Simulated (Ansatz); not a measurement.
# ClH3NO2V: the cost of one run

Method: the settings change from run to run; program: Ansatz 0.2.0, Gaussian basis.

### 1 The molecule

The structure was relaxed beforehand with PBE0-D4 in a triple-zeta def2 set.

8 atoms, charge 0, spin multiplicity 1.

Atoms are counted from 1 here; the program's logs count them from 0.

Bond lengths: N1–V2 1.808 Å, N1–H6 1.011 Å, N1–H7 1.009 Å, V2–O3 1.547 Å, V2–O4 1.765 Å, V2–Cl5 2.174 Å, O4–H8 0.962 Å. Angles: V2–N1–H6 123.6°, V2–N1–H7 124.3°, H6–N1–H7 112.1°, N1–V2–O3 105.7°, N1–V2–O4 112.6°, N1–V2–Cl5 108.5°, O3–V2–O4 108.7°, O3–V2–Cl5 112.2°, O4–V2–Cl5 109.2°, V2–O4–H8 120.5°.

Geometry (Å):

```xyz
8
charge 0, multiplicity 1
N    -0.7071    1.0660    0.1592
V     0.6027   -0.1762    0.0648
O     1.5787    0.1568    1.2181
O    -0.0020   -1.8189    0.2917
Cl    1.5541   -0.0273   -1.8848
H    -1.4935    1.0996   -0.4755
H    -0.7399    1.8068    0.8436
H    -0.7008   -2.1640   -0.2729
```

### 2 wPBEh/def2-mTZVP

Set apart from the defaults: relativity set to scalar, the search for lower states set to full.

The input, in.yaml:

```yaml
crystal:
  periodic: [false, false, false]
  atoms:
    - {symbol: N, position_ang: [-0.707096, 1.065961, 0.159155]}
    - {symbol: V, position_ang: [0.602748, -0.176166, 0.064827]}
    - {symbol: O, position_ang: [1.578705, 0.156797, 1.218104]}
    - {symbol: O, position_ang: [-0.002024, -1.818918, 0.291735]}
    - {symbol: Cl, position_ang: [1.554089, -0.027300, -1.884800]}
    - {symbol: H, position_ang: [-1.493511, 1.099644, -0.475482]}
    - {symbol: H, position_ang: [-0.739875, 1.806805, 0.843578]}
    - {symbol: H, position_ang: [-0.700836, -2.164024, -0.272918]}
basis:
  gaussian: {orbitals: def2-mTZVP}
hamiltonian: {xc: {name: wPBEh}, pseudopotentials: {relativity: scalar}}
scf: {lower_state_search: full}
output: {forces: true}
```

Started as:

```console
$ ansatz run in.yaml --threads 4 --pin off --events-out ev --progress --plain --max-ram 10444MiB
```

**Question.** How long does this run take on 4 threads of Intel Xeon Platinum 8488C, shared host, and how much memory does it need?

About 4.7 s, with a peak of 0.46 GiB.
